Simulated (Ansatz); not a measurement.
**C₄H₅F₃: small, medium and large basis sets**

An exercise on one series of results from a longer session: the logs are not shown, and one member is left open.

Computed with Ansatz 0.2.0, Gaussian basis. Level: one geometry, several basis sets.

The runs, in order: PBE0-D4/def2-SVP; ωB97M-V/def2-SVP; PBE0-D4/def2-QZVPP; ωB97M-V/def2-QZVPP; the functionals' def2-TZVPP values are taken from earlier runs.

## The geometry

An earlier PBE0-D4 in a triple-zeta def2 set relaxation fixed the geometry.

SMILES `FC/C=C/C(F)F`, 12 atoms, charge 0, spin multiplicity 1.

Atoms are counted from 1 here; the program's logs count them from 0.

Bond lengths: F1–C2 1.376 Å, C2–C3 1.484 Å, C2–H8 1.097 Å, C2–H9 1.097 Å, C3–C4 1.322 Å, C3–H10 1.087 Å, C4–C5 1.488 Å, C4–H11 1.085 Å, C5–F6 1.356 Å, C5–F7 1.363 Å, C5–H12 1.096 Å. Angles: F1–C2–C3 112.0°, F1–C2–H8 108.0°, F1–C2–H9 108.1°, C3–C2–H8 110.4°, C3–C2–H9 110.3°, H8–C2–H9 107.8°, C2–C3–C4 124.4°, C2–C3–H10 115.5°, C4–C3–H10 120.1°, C3–C4–C5 123.4°, C3–C4–H11 121.1°, C5–C4–H11 115.5°, C4–C5–F6 111.8°, C4–C5–F7 109.8°, C4–C5–H12 113.0°, F6–C5–F7 107.3°, F6–C5–H12 107.5°, F7–C5–H12 107.1°.

Coordinates:

```csv
atom,x (Å),y (Å),z (Å)
F1,0.9260,-2.2788,0.4544
C2,0.3484,-1.3892,1.3304
C3,-0.0864,-0.1433,0.6520
C4,0.0671,0.0975,-0.6392
C5,-0.3794,1.3547,-1.2972
F6,-0.8572,2.2519,-0.3992
F7,0.6718,1.9411,-1.9362
H8,-0.5071,-1.8858,1.8041
H9,1.0800,-1.1600,2.1146
H10,-0.5559,0.5983,1.2924
H11,0.5311,-0.6320,-1.2940
H12,-1.1613,1.1906,-2.0481
```

The first run:

Input file in.yaml:

```yaml
crystal:
  periodic: [false, false, false]
  atoms:
    - {symbol: F, position_ang: [0.925964, -2.278753, 0.454441]}
    - {symbol: C, position_ang: [0.348362, -1.389203, 1.330395]}
    - {symbol: C, position_ang: [-0.086417, -0.143337, 0.651979]}
    - {symbol: C, position_ang: [0.067131, 0.097465, -0.639189]}
    - {symbol: C, position_ang: [-0.379399, 1.354651, -1.297211]}
    - {symbol: F, position_ang: [-0.857198, 2.251883, -0.399187]}
    - {symbol: F, position_ang: [0.671760, 1.941093, -1.936187]}
    - {symbol: H, position_ang: [-0.507136, -1.885791, 1.804075]}
    - {symbol: H, position_ang: [1.079960, -1.159985, 2.114576]}
    - {symbol: H, position_ang: [-0.555869, 0.598287, 1.292394]}
    - {symbol: H, position_ang: [0.531123, -0.632013, -1.294024]}
    - {symbol: H, position_ang: [-1.161281, 1.190605, -2.048064]}
basis:
  gaussian: {orbitals: def2-SVP}
hamiltonian: {xc: pbe0, dispersion: d4}
output: {orbitals: {seedname: orbitals}}
```

Launch:

```
$ ansatz run in.yaml --threads 4 --pin off --events-out ev --progress --plain --max-ram 11315MiB
```

Steps of the session up to this table: PBE0-D4 in def2-SVP; ωB97M-V in def2-SVP; PBE0-D4 in def2-QZVPP; ωB97M-V in def2-QZVPP.

One table of the session follows, with a row left open; its other results are not shown here.

It belongs to the step «Density functionals: the series». 

| functional | basis | HOMO (eV) | LUMO (eV) |
| --- | --- | --- | --- |
| PBE0-D4 | def2-SVP | ? | ? |
| PBE0-D4 | def2-TZVPP | -8.13 | -0.43 |
| PBE0-D4 | def2-QZVPP | -8.16 | -0.49 |
| ωB97M-V | def2-SVP | -10.30 | 1.97 |
| ωB97M-V | def2-TZVPP | -10.38 | 1.71 |
| ωB97M-V | def2-QZVPP | -10.41 | 1.56 |

Q: Estimate the row for PBE0-D4, def2-SVP from the others.

As computed: HOMO (eV): -8.06; LUMO (eV): -0.24. In the column «HOMO (eV)» it is the highest.
